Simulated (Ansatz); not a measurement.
CBr (charge +1), an active-space calculation

Program: Ansatz 0.2.0 through its Python package.

Typed at the interpreter:
```pycon
>>> import warnings
>>> import ansatz
>>> warnings.simplefilter("ignore", ansatz.DeckWarning)
>>> geometry_ang = [
...     ("C", (0.0, 0.0, 0.0)),
...     ("Br", (0.0, 0.0, 1.925)),
... ]
>>> mol = ansatz.Crystal.molecule()
>>> for symbol, xyz in geometry_ang:
...     mol = mol.atom(symbol, xyz)
...
>>> model = (
...     mol.calculation()
...     .basis(gaussian="def2-SVP")  # atom-centred Gaussian functions
...     .charge(1)  # electrons removed from the neutral system
...     .correlation(active_electrons=2, active_orbitals=2)
... )
>>> for method in [None, "sc_nevpt2"]:
...     rep = (model if method is None else model.correlation(method)).run(threads=1, pin="off").report
...     space = rep["configurations"]
...     state = space["states"][0]
...     print(method or "casscf", f"total {rep['free_energy_ev'] / 27.211386246:.6f} Ha, active-space state {state['energy']['hartree']:.6f} Ha, mean field {rep['reference_energy_ev'] / 27.211386246:.6f} Ha")
...     print("  determinants", state["n_determinants"], " natural occupations", [round(n, 3) for n in space["natural_occupations"]])
...
casscf total -2609.445944 Ha, active-space state -2609.445944 Ha, mean field -2609.423901 Ha
  determinants 4  natural occupations [1.954, 0.046]
sc_nevpt2 total -2609.758245 Ha, active-space state -2609.445938 Ha, mean field -2609.423901 Ha
  determinants 4  natural occupations [1.954, 0.046]
>>> print("effectively unpaired electrons, sum of min(n, 2 - n):", round(sum(min(n, 2 - n) for n in space["natural_occupations"]), 3))
effectively unpaired electrons, sum of min(n, 2 - n): 0.092
```

Notes:
- These settings explore the input space; basis and method may be short of convergence.
- The geometry is a force-field or estimated start, not a minimum of this method, and the basis set is short of its limit. The active space starts as a window about the frontier orbitals and is then optimised, not chosen by chemistry.
- The spin state was assumed, and another may lie lower.
- Hardware and time: 3.9 s on 1 thread of Arm Neoverse V1, with other jobs on the host, peak memory 0.15 GiB.
